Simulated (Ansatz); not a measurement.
**CH₂OZn (SMILES O=[CH][ZnH]): functionals against CCSD(T) at one geometry**

A test off equilibrium: a structure displaced at random from a GFN2-xTB minimum is computed at several levels, and each is set against CCSD(T).

Computed with Ansatz 0.2.0, Gaussian basis. Level: single points in def2-TZVPP.

Cores are frozen in the correlated methods. The 3s and 3p shells of Cu and Zn are frozen; filled d shells are correlated.

### Step 1. Starting geometry

SMILES `O=[CH][ZnH]`, 5 atoms, charge 0, spin multiplicity 1.

Atoms are counted from 1 here; the program's logs count them from 0.

Bond lengths: O1–C2 1.190 Å, C2–Zn3 1.997 Å, C2–H4 1.062 Å, Zn3–H5 1.521 Å. Angles: O1–C2–Zn3 98.7°, O1–C2–H4 111.5°, Zn3–C2–H4 149.6°, C2–Zn3–H5 139.8°.

As a file:

```csv
atom,x (Å),y (Å),z (Å)
O1,-0.12390,-0.91840,0.92150
C2,-0.68060,-0.47860,-0.03380
Zn3,0.61430,0.96920,-0.49830
H4,-1.55160,-1.03850,-0.26930
H5,1.89960,1.59040,0.02660
```

### Step 2. CCSD(T)/def2-TZVPP

Contents of run/in.yaml:

```yaml
crystal:
  periodic: [false, false, false]
  atoms:
    - {symbol: O, position_ang: [-0.123900, -0.918400, 0.921500]}
    - {symbol: C, position_ang: [-0.680600, -0.478600, -0.033800]}
    - {symbol: Zn, position_ang: [0.614300, 0.969200, -0.498300]}
    - {symbol: H, position_ang: [-1.551600, -1.038500, -0.269300]}
    - {symbol: H, position_ang: [1.899600, 1.590400, 0.026600]}
basis:
  gaussian: {orbitals: def2-TZVPP}
correlation: {method: ccsd_t, frozen_orbitals: {C: 1, H: 0, O: 1, Zn: 9}}
output: {forces: true}
```

No record of the launch command was kept for these runs.

### Step 3. PBE0-D4/def2-TZVPP

run/in.yaml: that of step 2 with these lines changed.

```diff
@@ -10,3 +10,3 @@
   gaussian: {orbitals: def2-TZVPP}
-correlation: {method: ccsd_t, frozen_orbitals: {C: 1, H: 0, O: 1, Zn: 9}}
-output: {forces: true}
+hamiltonian: {xc: pbe0, dispersion: d4}
+output: {forces: true, orbitals: {seedname: orbitals}}
```

### Step 4. wB97M-V/def2-TZVPP

run/in.yaml: that of step 3 with these lines changed.

```diff
@@ -10,3 +10,3 @@
   gaussian: {orbitals: def2-TZVPP}
-hamiltonian: {xc: pbe0, dispersion: d4}
-output: {forces: true, orbitals: {seedname: orbitals}}
+hamiltonian: {xc: {name: wB97M-V}}
+output: {forces: true}
```

### Step 5. r2SCAN-D4/def2-TZVPP

run/in.yaml: that of step 4 with these lines changed.

```diff
@@ -10,3 +10,3 @@
   gaussian: {orbitals: def2-TZVPP}
-hamiltonian: {xc: {name: wB97M-V}}
+hamiltonian: {xc: r2scan, dispersion: d4}
 output: {forces: true}
```

### Step 6. PBE-D4/def2-TZVPP

run/in.yaml: that of step 5 with these lines changed.

```diff
@@ -10,3 +10,3 @@
   gaussian: {orbitals: def2-TZVPP}
-hamiltonian: {xc: r2scan, dispersion: d4}
+hamiltonian: {xc: pbe, dispersion: d4}
 output: {forces: true}
```

### Step 7. wB97X-V/def2-TZVPP

run/in.yaml: that of step 6 with these lines changed.

```diff
@@ -10,3 +10,3 @@
   gaussian: {orbitals: def2-TZVPP}
-hamiltonian: {xc: pbe, dispersion: d4}
+hamiltonian: {xc: {name: wB97X-V}}
 output: {forces: true}
```

### Step 8. CAM-B3LYP-D4/def2-TZVPP

run/in.yaml: that of step 7 with these lines changed.

```diff
@@ -10,3 +10,3 @@
   gaussian: {orbitals: def2-TZVPP}
-hamiltonian: {xc: {name: wB97X-V}}
+hamiltonian: {xc: {name: CAM-B3LYP}, dispersion: d4}
 output: {forces: true}
```

(Steps that only read results are left out.)

What does the calculation give? Wanted: energy less free atoms, CCSD(T)/def2-TZVPP; RMS force component; RMS force error; HOMO and LUMO, PBE0-D4; T1 diagnostic.

The runs gave:

```
                                  quantity                                                                                                value
energy less free atoms, CCSD(T)/def2-TZVPP                                                                                       -1416.6 kJ/mol
                       RMS force component                                                                 0.940 to 1.304 eV/Å over the methods
                           RMS force error  PBE0-D4 0.464, wB97M-V 0.336, r2SCAN-D4 0.370, PBE-D4 0.222, wB97X-V 0.270, CAM-B3LYP-D4 0.467 eV/Å
                    HOMO and LUMO, PBE0-D4                                                                                   -6.38 and -1.53 eV
                             T1 diagnostic                                                                                                0.020
```

Against CCSD(T) the functionals' energies less atoms differ by -108.3 to -49.0 kJ/mol, PBE-D4 by -108.3 kJ/mol. The reference is not at the basis limit: in triple zeta CCSD(T) underbinds, which counts against methods that bind more; the gaps are no ranking. On forces the order runs from PBE-D4 to CAM-B3LYP-D4. Frozen-core CCSD(T) forces in triple zeta carry basis errors of their own, and this is one geometry, so small gaps rank nothing.
